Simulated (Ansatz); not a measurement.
This script makes an equation of state with a fit of ZrH3, space group Pm-3m with Ansatz 0.2.0 through its Python package.

`zrh3.py`
```python
import ansatz
import numpy as np
from pymatgen.analysis.eos import EOS

vectors0 = np.array([
    [3.12604, 0.0, 0.0],
    [0.0, 3.12604, 0.0],
    [0.0, 0.0, 3.12604],
])
sites = [
    ('Zr', [0.0, 0.0, 0.0]),
    ('H', [0.0, 0.5, 0.5]),
    ('H', [0.5, 0.0, 0.5]),
    ('H', [0.5, 0.5, 0.0]),
]


def make_crystal(cell):
    crystal = ansatz.Crystal(lattice=ansatz.Lattice.of(cell))
    for symbol, position in sites:
        crystal = crystal.atom(symbol, position)
    return crystal

volumes, energies = [], []
for scale in np.linspace(0.9, 1.1, 9):
    cell = vectors0 * scale ** (1 / 3)
    job = make_crystal(cell).calculation()
    job = job.occupations(ansatz.OccupationsMethod.FERMI_DIRAC, width=0.2).accuracy('medium')
    job = job.mixing('broyden', ndim=6, beta=0.2)
    job = job.pseudopotentials('nc').scf(max_iterations=80, extra_bands=8)
    job = job.functional(ansatz.Functional.LDA)
    job = job.kpoints(7, 7, 7)
    data = job.run().report
    volumes.append(abs(np.linalg.det(cell)) / len(sites))
    energies.append(data['free_energy_ev'] / len(sites))
    print(f'V = {volumes[-1]:8.4f} A^3/atom  F = {energies[-1]:.5f} eV/atom')

for form in ['vinet', 'pourier_tarantola']:
    fit = EOS(eos_name=form).fit(volumes, energies)
    print(f'{form:18s} V0 {fit.v0:8.4f} A^3/atom  B0 {fit.b0_GPa:7.1f} GPa  B1 {fit.b1:5.2f}')
```

Its results, one of them left out:

| V (Å³/atom) | F less the lowest row shown (meV/atom) |
| --- | --- |
| 6.873 | ? |
| 7.064 | 2.26 |
| 7.255 | 0.00 |
| 7.446 | 2.25 |
| 7.637 | 8.49 |
| 7.828 | 18.25 |
| 8.019 | 31.13 |
| 8.210 | 46.77 |
| 8.401 | 64.85 |

What is the missing energy at 6.873 Å³ an atom?

A third-order Birch-Murnaghan fit, E = E0 + (9 V0 B0 / 16) [(t - 1)³ B' + (t - 1)² (6 - 4t)] with t = (V0/V)^(2/3), through the 8 rows shown gives V0 = 7.251 Å³, B0 = 143.8 GPa, B' = 3.69 and E0 = 0.00 meV. At V = 6.873 Å³, t = 1.03634, and the fit extrapolates to 9.62 meV. The run gave 9.61 meV, a miss of 0.01 meV.

The settings weren't tested for convergence. The mesh is modest for a metal, so energies can be off by several to tens of meV an atom and pressures by half a GPa or more; differences at equal mesh fare better. The structure comes from a database of computed cells and needn't be a stable or known phase. Finished in 13 s on 1 thread of Arm Neoverse V2, with other jobs on the host, peak memory 0.42 GiB.
